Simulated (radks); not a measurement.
# Hg⁴⁺ in [Kr] 4d10 4f14 5s1 5p6 5d8 5f1: an all-electron calculation

Aim: the levels, the sizes of the orbitals and the parts of the energy of the mercury ion Hg4+.

Program: radks (a radial shooting solver on a logarithmic mesh, Libxc functionals) version 1. Level of theory: scalar-relativistic Kohn-Sham, RPBE, spin-polarised, spherical densities, finite nucleus; open shells are filled with parallel spins first. These are calculated values, not measurements, unless marked.

### 1 The atom as given

```
element            : mercury (Z = 80)
charge             : +4
electrons          : 76
configuration      : [Kr] 4d10 4f14 5s1 5p6 5d8 5f1
nuclear rms radius : 5.4648 fm
```

The outer shells:

Hg⁴⁺
```
[Kr] core
4d [↑↓][↑↓][↑↓][↑↓][↑↓]
4f [↑↓][↑↓][↑↓][↑↓][↑↓][↑↓][↑↓]
5s [↑ ]
5p [↑↓][↑↓][↑↓]
5d [↑↓][↑↓][↑↓][↑ ][↑ ]
5f [↑ ][  ][  ][  ][  ][  ][  ]
```

### 2 Self-consistent calculation

Settings of this run:

```text
Z 80
configuration [Kr] 4d10 4f14 5s1 5p6 5d8 5f1
relativity scalar-relativistic
functional rpbe,pbe
spin polarised
nucleus finite rms 5.4648 fm
c 137.035999084
```

The run is started by

```console
python run_ks.py task.json out
```

This one command runs every case of the session in turn.

**Question.** What will this run give?

As calculated:

```
                        quantity                   value
                    total energy     -19608.7562 hartree
exchange-correlation share of it                  1.88 %
                            −T/E                  1.1219
          highest occupied level       5f up, -21.162 eV
    most extended occupied level  5f up, <r> = 2.71 bohr
 radius at density 0.001 e/bohr³               3.79 bohr
    maxima of the radial density                       4
```

What this shows: 5 principal shells are occupied and 4 maxima appear in the radial density; where shells overlap, one shows as a shoulder or not at all. −T/E is 1.122: with relativity the kinetic term as defined here no longer equals −E. This is not the tabulated ground configuration, so its levels and sizes aren't those of the ground state, and no measured value stands beside it.
